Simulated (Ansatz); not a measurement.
# ZrNH+ (quartet): the correlation ladder, def2-TZVPP

An exercise on one series of results from a longer session: the logs are not shown, and one member is left open.

Program: Ansatz 0.2.0, Gaussian basis. Level of theory: def2-TZVPP, core rule «outside noble gas», up to 5 orbitals frozen. These are calculated values, not measurements.

To be run: UHF; ROHF; CCSD(T) on UHF.

## The system

The geometry is a PBE0/def2-TZVP stationary point (not a proven minimum). No spin-orbit coupling is included. Elements past krypton take def2 core potentials.

3 atoms, charge 1, spin multiplicity 4.

Atoms are counted from 1 here; the program's logs count them from 0.

Bond lengths: Zr1–N2 1.930 Å, N2–H3 1.019 Å. Angles: Zr1–N2–H3 180.0°.

Set-up of the first run:

in.yaml

```yaml
crystal:
  periodic: [false, false, false]
  atoms:
    - {symbol: Zr, position_ang: [0.000000, 0.000000, 1.626338]}
    - {symbol: N, position_ang: [0.000000, 0.000000, -0.303487]}
    - {symbol: H, position_ang: [0.000000, 0.000000, -1.322851]}
basis:
  gaussian: {orbitals: def2-TZVPP}
total_charge: 1
magnetization: {spin_polarized: true, initial_magnetization: 3}
hamiltonian: {xc: hf}
output: {orbitals: {seedname: orbitals}}
```

The run is started by

```sh
$ ansatz run in.yaml --threads 1 --pin off --events-out ev --progress --plain --max-ram 4096MiB --backend cpu
```

Among the steps run: UHF; ROHF; CCSD(T) on UHF.

One table of the session follows, with a row left open; its other results are not shown here.

| method | from UCCSD(T) (meV) |
| --- | --- |
| ROHF | +6752.3 |
| UHF | +6555.8 |
| UMP2 | +714.6 |
| UCCSD | ? |
| UCCSD(T) | 0 |

**Question.** Estimate the row for UCCSD.

**Answer.** from UCCSD(T) (meV): +296.0. In the column «from UCCSD(T) (meV)» it lies between UCCSD(T) (0) and UMP2 (+714.6).
